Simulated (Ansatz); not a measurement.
# AlBrHS radical: how energies converge with the basis set

An exercise on one series of results from a longer session: the logs are not shown, and one member is left open.

Program: Ansatz 0.2.0, Gaussian basis. Level of theory: one geometry, several basis sets. These are calculated values, not measurements.

Plan: PBE0-D4/def2-SVP; ωB97M-V/def2-SVP; PBE0-D4/def2-QZVPP; ωB97M-V/def2-QZVPP; the functionals' def2-TZVPP values are taken from earlier runs.

### The relaxed structure

An earlier PBE0-D4 in a triple-zeta def2 set relaxation fixed the geometry.

4 atoms, charge 0, spin multiplicity 2.

Atoms are counted from 1 here; the program's logs count them from 0.

Bond lengths: S1–Al2 2.193 Å, S1–H4 1.345 Å, Al2–Br3 2.270 Å. Angles: Al2–S1–H4 93.0°, S1–Al2–Br3 115.4°.

The first run:

Input file in.yaml:

```yaml
crystal:
  periodic: [false, false, false]
  atoms:
    - {symbol: S, position_ang: [0.335008, 1.031959, -0.766838]}
    - {symbol: Al, position_ang: [-0.343194, -0.500034, 0.648832]}
    - {symbol: Br, position_ang: [0.369509, -2.610756, 0.212956]}
    - {symbol: H, position_ang: [-0.305723, 2.018531, -0.115351]}
basis:
  gaussian: {orbitals: def2-SVP}
magnetization: {spin_polarized: true, initial_magnetization: 1}
hamiltonian: {xc: pbe0, dispersion: d4}
output: {orbitals: {seedname: orbitals}}
```

Steps of the session up to this table: PBE0-D4 in def2-SVP; ωB97M-V in def2-SVP; PBE0-D4 in def2-QZVPP; ωB97M-V in def2-QZVPP.

One table of the session follows, with a row left open; its other results are not shown here.

It belongs to the step «Functionals by basis». 

| functional | basis | HOMO (eV) | LUMO (eV) |
| --- | --- | --- | --- |
| PBE0-D4 | def2-SVP | -6.29 | -3.14 |
| PBE0-D4 | def2-TZVPP | -6.33 | -3.15 |
| PBE0-D4 | def2-QZVPP | -6.35 | -3.17 |
| ωB97M-V | def2-SVP | -7.90 | -1.72 |
| ωB97M-V | def2-TZVPP | -7.96 | -1.73 |
| ωB97M-V | def2-QZVPP | ? | ? |

Q: Estimate the row for ωB97M-V, def2-QZVPP from the others.

**Answer.** HOMO (eV): -8.01; LUMO (eV): -1.79. In the column «HOMO (eV)» it is the lowest.
